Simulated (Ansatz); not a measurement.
Task: a comparison of enthalpies under pressure of two structures of P, with the Ansatz DFT code, driven from Python. Give the script and its output. Settings (first run): PBEsol, PAW, cutoff 320 eV, Gaussian smearing of 0.05 eV.

Script `p.py`:
```python
# -*- coding: utf-8 -*-
"""Enthalpies of two structures of P under pressure."""

import csv
import warnings

import ansatz as az
import numpy as np


def sc(A, a):
    return (
        az.Lattice.cubic(a)
        .space_group(221)
        .atom(A, [0, 0, 0])
    )


def bcc(A, a):
    return az.Crystal.bcc(A, a=a)


def run_phase(name, crystal, pressure=0.0):
    calc = (
        crystal.calculation()
        .scf(tolerance=1e-07, algorithm="density_mixing")
        .basis(320)
        .functional("PBEsol")
        .kpoints(spacing=0.3)
        .occupations("gaussian", width=0.05)  # fractional filling near the Fermi level
    )
    calc = calc.relax(force_tolerance=0.02, max_steps=60, cell=True, pressure=pressure)
    return calc.run(threads=1, backend="cpu")


def volume_per_atom(outcome):
    return abs(np.linalg.det(outcome.lattice.cell_ang)) / len(outcome.lattice.sites)

warnings.simplefilter("ignore", az.DeckWarning)

phases = {}
phases["sc"] = sc("P", 2.53)
phases["bcc"] = bcc("P", 3.08)

# H = E + PV, with 1 eV per cubic angstrom equal to 160.2 GPa
pressures = [0, 20, 40, 60]
enthalpy, volume = {name: [] for name in phases}, {name: [] for name in phases}
for p in pressures:
    for name, crystal in phases.items():
        o = run_phase(name, crystal, pressure=p)
        volume[name].append(volume_per_atom(o))
        enthalpy[name].append(o.report["energy_sigma0_ev"] / len(o.lattice.sites) + p * volume[name][-1] / 160.21766)
gap = np.array(enthalpy["bcc"]) - np.array(enthalpy["sc"])
rows = [(p, va, vb, 1000 * d) for p, va, vb, d in zip(pressures, volume["sc"], volume["bcc"], gap)]
with open("transition.csv", "w", newline="") as handle:
    writer = csv.writer(handle)
    writer.writerow(["P (GPa)", "V sc (A^3/atom)", "V bcc (A^3/atom)", "H(bcc) - H(sc) (meV/atom)"])
    writer.writerows([round(v, 4) if isinstance(v, float) else v for v in row] for row in rows)
print(open("transition.csv").read())
crossings = [p0 - g0 * (p1 - p0) / (g1 - g0) for p0, p1, g0, g1 in zip(pressures, pressures[1:], gap, gap[1:]) if g0 * g1 < 0]
print("crossing near", [round(float(p), 1) for p in crossings], "GPa") if crossings else print("no crossing in this range")
```

```console
$ python p.py
P (GPa),V sc (A^3/atom),V bcc (A^3/atom),H(bcc) - H(sc) (meV/atom)
0,14.3142,13.6966,593.2527
20,12.5618,11.8217,508.3981
40,11.6212,10.8717,416.2022
60,10.8382,10.1496,328.5132

no crossing in this range
```

Reading the output:
- These settings explore the input space; cutoff and mesh may be short of convergence.
- The cutoff lies under the one recommended for these potentials.
- Under the recommended cutoff a pressure can be off by several GPa, even in sign.
- At a fixed pressure a relaxation lowers the enthalpy F + PV, while F alone can rise.
- The program warned that this SCF threshold is loose for forces or stresses.
- The meshes are coarse for the metals among these phases, whose energies can be off by up to 40 meV an atom.
- Only these two structures are compared, at zero temperature and with their symmetry kept; either may be hypothetical, and another phase may be lower than both. Differences under about 40 meV an atom lie within the error of mesh and functional.
- The cells are prototypes set up for this calculation and needn't exist.
- The script silences the warnings on its input, which a real study should read.
- Finished in 21 s on 1 thread of Arm Neoverse V1, on a shared host, peak memory 0.32 GiB.
